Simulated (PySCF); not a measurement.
**GaH2Cl (SMILES [H][Ga]([H])[Cl]) at wB97X-V/STO-6G**

Aim: the vertical singlet–triplet gap of GaH2Cl at wB97X-V/STO-6G, from 2 runs. 

The calculation is run with PySCF 2.14.0.

27 further runs of the same task are left out: 16 that didn't finish, 11 set aside as unsound or not needed.

## 1. The molecule

GaH2Cl has 4 atoms, charge 0, and is taken as a singlet. SMILES: `[H][Ga]([H])[Cl]`. The shape comes from GFN2-xTB, which is rough for such elements, and wasn't checked as a minimum.

Bond lengths: Ga1–Cl4 2.069 Å, Ga1–H2 1.564 Å, Ga1–H3 1.564 Å. Angles: H2–Ga1–Cl4 121.1°, H3–Ga1–Cl4 121.1°, H2–Ga1–H3 117.7°.

## 2. The energy at wB97X-V/STO-6G

Input file calc.py:

```python
# GaH2Cl
from pyscf import gto, dft

system = gto.Mole()
system.atom = '''
Ga     0.109358     0.182680    -0.001172
H      3.065192     0.195001     0.022866
H     -1.276056     2.793639    -0.037020
Cl    -1.898494    -3.171319     0.015326
'''
system.charge = 0
system.unit = 'bohr'
system.verbose = 3
system.basis = 'sto-6g'
system.max_memory = 1860
system.build()

ks = dft.RKS(system, xc='wb97x-v')
ks.nlcgrids.level = 1
ks.conv_tol = 1e-10
ks.grids.level = 5
ks.kernel()
if not ks.converged:
    ks = ks.newton().run(ks.mo_coeff, ks.mo_occ)

etot = ks.e_tot
print('E(%s) = %.9f' % ('WB97X-V', etot))
```

On the command line:

```sh
$ OMP_NUM_THREADS=1 python calc.py
```

The program printed:

```text
converged SCF energy = -2373.70342933006
E(WB97X-V) = -2373.703429330
```

Wall time 38 s (1 thread of Arm Neoverse V2, shared host); peak memory 0.24 GiB.

## 3. The triplet, same level

Input file input.py:

```python
from pyscf import gto, dft

molecule = gto.Mole()
molecule.atom = [
    ('Ga', (0.057870, 0.096670, -0.000620)),
    ('H', (1.622030, 0.103190, 0.012100)),
    ('H', (-0.675260, 1.478330, -0.019590)),
    ('Cl', (-1.004640, -1.678190, 0.008110)),
]
molecule.max_memory = 1860
molecule.spin = 2
molecule.basis = 'sto-6g'
molecule.charge = 0
molecule.verbose = 3
molecule.build()

ks = dft.UKS(molecule)
ks.xc = 'wb97x-v'
ks.grids.level = 5
ks.nlcgrids.level = 1
ks.conv_tol = 1e-10
ks.kernel()
if not ks.converged:
    ks = ks.newton().run(ks.mo_coeff, ks.mo_occ)

e_final = ks.e_tot
print('Final energy', e_final)
```

On the command line:

```sh
$ OMP_NUM_THREADS=1 python input.py
```

The program printed:

```text
WARN: HOMO -0.258272209281552 >= LUMO -0.539447683017897

converged SCF energy = -2373.68100992498  <S^2> = 2.003929  2S+1 = 3.0026182
Final energy -2373.6810099249756
```

It took 33 s on 1 thread of Arm Neoverse V2, shared host; peak memory 0.25 GiB.

## 4. Outcome

Level: wB97X-V/STO-6G.

```
                                        quantity           value
                           singlet: total energy  -2373.70343 Eh
                          singlet: dipole moment          1.55 D
                            singlet: HOMO energy        -6.04 eV
                            singlet: LUMO energy         1.85 eV
                          singlet: HOMO–LUMO gap         7.89 eV
                           triplet: total energy  -2373.68101 Eh
                          triplet: dipole moment          1.39 D
     triplet: HOMO energy (highest over α and β)        -5.95 eV
      triplet: LUMO energy (lowest over α and β)        -0.98 eV
                                   triplet: ⟨S²⟩           2.004
vertical energy of the triplet above the singlet        0.610 eV
```

In words: At this shape the triplet lies 0.61 eV (58.9 kJ/mol) above the singlet. In a minimal basis such a difference can be off by several eV, whatever the method.
